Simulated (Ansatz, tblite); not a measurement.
# The cluster Si4Cl2: which spin state is lowest

Aim: set other spin states of the cluster Si4Cl2 against its singlet, on many levels of theory.

Method: as each input shows; program: Ansatz 0.2.0, Gaussian basis.

The runs, in order: triplet, at the geometry of the singlet (GFN1-xTB, GFN2-xTB, PBE0-D4/def2-TZVP, PBE-D4/def2-TZVP, r2SCAN-D4/def2-TZVP); the singlet's energies come from earlier runs.

2 further runs of the same task are left out: 2 set aside as unsound or not needed.

### Step 1. The geometry

The geometry is that of the singlet, from an earlier relaxation (B3LYP-D4/def2-SVP). At that level it is the lowest of the isomers that a small search found.

6 atoms, charge 0, spin multiplicity 1.

Bond lengths: Si1–Si3 2.375 Å, Si1–Si4 2.472 Å, Si1–Cl5 2.454 Å, Si2–Si3 2.471 Å, Si2–Si4 2.374 Å, Si2–Cl6 2.454 Å, Si3–Cl5 2.438 Å, Si4–Cl6 2.439 Å. Angles: Si3–Si1–Si4 114.0°, Si3–Si1–Cl5 60.6°, Si4–Si1–Cl5 100.9°, Si3–Si2–Si4 114.1°, Si3–Si2–Cl6 101.1°, Si4–Si2–Cl6 60.7°, Si1–Si3–Si2 66.0°, Si1–Si3–Cl5 61.3°, Si2–Si3–Cl5 78.3°, Si1–Si4–Si2 66.0°, Si1–Si4–Cl6 78.1°, Si2–Si4–Cl6 61.3° and more.

### Step 2. Triplet at the fixed geometry, GFN1-xTB

Tight binding, by tblite at 300 K electronic temperature and without a spin-polarisation term:

```python
tblite.interface.Calculator('GFN1-xTB', numbers, positions, charge=0, uhf=2).singlepoint()
```

Energy -426.9408 eV; 0.013 s.

### Step 3. Triplet at the fixed geometry, GFN2-xTB

Tight binding, by tblite at 300 K electronic temperature and without a spin-polarisation term:

```python
tblite.interface.Calculator('GFN2-xTB', numbers, positions, charge=0, uhf=2).singlepoint()
```

Energy -432.9259 eV; 0.025 s.

### Step 4. Triplet at the fixed geometry, PBE0-D4/def2-TZVP

Input file in.yaml:

```yaml
crystal:
  periodic: [false, false, false]
  atoms:
    - {symbol: Si, position_ang: [-0.596181, -1.115325, 0.377009]}
    - {symbol: Si, position_ang: [0.596828, 1.114257, -0.380479]}
    - {symbol: Si, position_ang: [-1.537254, 0.276226, -1.301432]}
    - {symbol: Si, position_ang: [1.535157, -0.271895, 1.302805]}
    - {symbol: Cl, position_ang: [-2.129365, 0.686851, 1.027310]}
    - {symbol: Cl, position_ang: [2.130814, -0.690114, -1.025222]}
basis:
  gaussian: {orbitals: def2-TZVP}
magnetization: {spin_polarized: true, initial_magnetization: 2}
hamiltonian: {xc: pbe0, dispersion: d4}
scf: {omitted_lower_state_checks: [starts]}
output: {orbitals: {seedname: orbitals}}
```

The run is started by

```sh
ansatz run in.yaml --threads 4 --pin off --events-out ev --progress --plain --max-ram 4787MiB
```

The log of the run:

```text
Functional definition: PBE0
  name "PBE0"
  cite "Adamo & Barone, J. Chem. Phys. 110, 6158 (1999) doi:10.1063/1.478522"
  cite "Perdew, Burke & Ernzerhof, Phys. Rev. Lett. 77, 3865 (1996) doi:10.1103/PhysRevLett.77.3865"
  parent pbe
  parameter a = 0.25
  parameter kappa = 0.804
  parameter beta = 0.06672455060314922
  exchange = (1 - a)*pbe_x(kappa = kappa, mu = beta*pi^2/3) + a*exact_x
  correlation = pbe_c(beta = beta)
these checks for a lower state are left out or cut short: starts
1608 factors; their error is unknown
mean field evaluation 1: about -56531.5790 eV, gradient 1.7e1 eV
mean field evaluation 2: about -56529.2195 eV, gradient 2.7e1 eV
mean field evaluation 4: about -56533.7376 eV, gradient 1.6e0 eV
mean field evaluation 8: about -56533.8177 eV, gradient 3.3e-1 eV
mean field evaluation 16: about -56534.0324 eV, gradient 1.2e-2 eV
mean field evaluation 32: about -56534.0324 eV, gradient 1.3e-4 eV
mean field -56534.03239094 eV, -2077.5873702235 hartree, gradient 7.4e-6 eV, S^2 2.039274; 0 other end points of the search recorded, 0 dependent functions left out
reference -56534.03242140 eV, -2077.5873713428 hartree; 46, 44 occupied and 176, 178 virtual orbitals, 1608 factors
Total energy: -56534.44134443 eV, -2077.6023989871 hartree
Checks for a lower state left out: starts
```

Run time: 52 s. Hardware: 4 threads of Arm Neoverse N1, shared host; peak memory 1.6 GiB.

HOMO -4.59 eV, LUMO -4.87 eV (over both spins; with the spin held, an empty level of the minority spin lies below the top filled one); ⟨S²⟩ 2.039 (pure: 2.00).

### Step 5. Triplet at the fixed geometry, PBE-D4/def2-TZVP

start.molden holds the orbitals of an earlier run on this state, given as this run's starting guess.

Edit in.yaml of step 4 so:

```diff
@@ -10,5 +10,5 @@
 basis:
-  gaussian: {orbitals: def2-TZVP}
+  gaussian: {orbitals: def2-TZVP, initial_orbitals: start.molden}
 magnetization: {spin_polarized: true, initial_magnetization: 2}
-hamiltonian: {xc: pbe0, dispersion: d4}
+hamiltonian: {xc: pbe, dispersion: d4}
 scf: {omitted_lower_state_checks: [starts]}
```

Launched as before.

The log of the run:

```text
Functional definition: PBE
  name "PBE"
  cite "Perdew, Burke & Ernzerhof, Phys. Rev. Lett. 77, 3865 (1996) doi:10.1103/PhysRevLett.77.3865"
  parent pbe
  parameter kappa = 0.804
  parameter beta = 0.06672455060314922
  exchange = pbe_x(kappa = kappa, mu = beta*pi^2/3)
  correlation = pbe_c(beta = beta)
these checks for a lower state are left out or cut short: starts
1520 factors; their error is unknown
mean field evaluation 1: about -56529.6961 eV, gradient 1.2e1 eV
mean field evaluation 2: about -56529.8619 eV, gradient 3.2e-1 eV
mean field evaluation 4: about -56529.8528 eV, gradient 1.2e-1 eV
mean field evaluation 8: about -56529.8530 eV, gradient 1.9e-5 eV
mean field -56529.85302500 eV, -2077.4337813582 hartree, gradient 5.5e-6 eV, S^2 2.016718; 0 other end points of the search recorded, 0 dependent functions left out
reference -56529.85306535 eV, -2077.4337828408 hartree; 46, 44 occupied and 176, 178 virtual orbitals, 1520 factors
Total energy: -56530.33060249 eV, -2077.4513320073 hartree
Checks for a lower state left out: starts
```

Wall time 22 s (4 threads of Arm Neoverse N1, shared host); peak memory 0.75 GiB.

Report: HOMO -3.84 eV, LUMO -5.48 eV (over both spins; with the spin held, an empty level of the minority spin lies below the top filled one); ⟨S²⟩ 2.017 (pure: 2.00).

### Step 6. Triplet at the fixed geometry, r2SCAN-D4/def2-TZVP

Edit in.yaml of step 5 so:

```diff
@@ -12,3 +12,3 @@
 magnetization: {spin_polarized: true, initial_magnetization: 2}
-hamiltonian: {xc: pbe, dispersion: d4}
+hamiltonian: {xc: r2scan, dispersion: d4}
 scf: {omitted_lower_state_checks: [starts]}
```

Same command.

The log of the run (excerpt; [...] marks lines left out):

```text
Functional definition: r2SCAN
  name "r2SCAN"
  cite "Furness, Kaplan, Ning, Perdew & Sun, J. Phys. Chem. Lett. 11, 8208 (2020) doi:10.1021/acs.jpclett.0c02405"
  cite "Furness, Kaplan, Ning, Perdew & Sun, J. Phys. Chem. Lett. 11, 9248 (2020) doi:10.1021/acs.jpclett.0c03077"
  parent r2scan
[...]
1520 factors; their error is unknown
[...]
mean field -56550.89503559 eV, -2078.2070609844 hartree, gradient 7.2e-6 eV, S^2 2.045153; 0 other end points of the search recorded, 0 dependent functions left out
reference -56550.89505024 eV, -2078.2070615230 hartree; 46, 44 occupied and 176, 178 virtual orbitals, 1520 factors
Total energy: -56550.99187404 eV, -2078.2106197321 hartree
Checks for a lower state left out: starts
```

Run time: 32 s. Hardware: 4 threads of Arm Neoverse N1, shared host.

HOMO -4.02 eV, LUMO -5.39 eV (over both spins; with the spin held, an empty level of the minority spin lies below the top filled one); ⟨S²⟩ 2.045 (pure: 2.00).

### Step 7. Triplet less singlet, vertical

The singlet's energies are those of its earlier runs, whose logs aren't repeated here.

```csv
level,"triplet less singlet, vertical (kJ/mol)",time
GFN1-xTB,+103.1,0.025 s
GFN2-xTB,+74.3,0.041 s
PBE-D4/def2-TZVP,+177.5,28 s
r2SCAN-D4/def2-TZVP,+175.9,42 s
PBE0-D4/def2-TZVP,+186.2,60 s
```

Times add the two runs; a level without a time comes out of a correlated run. Tight binding without a spin term can't rank spin states.

### Step 8. What came out

| quantity | value |
| --- | --- |
| triplet less singlet, vertical, functionals in def2-TZVP | +175.9 (r2SCAN-D4) to +186.2 kJ/mol (PBE0-D4) |

**Reading.** All functionals put the triplet above the singlet, over a spread of 10.3 kJ/mol. The checks for a lower triplet were left out, so another state of that spin may lie lower. These are electronic energies, without zero-point motion, entropy or surroundings.
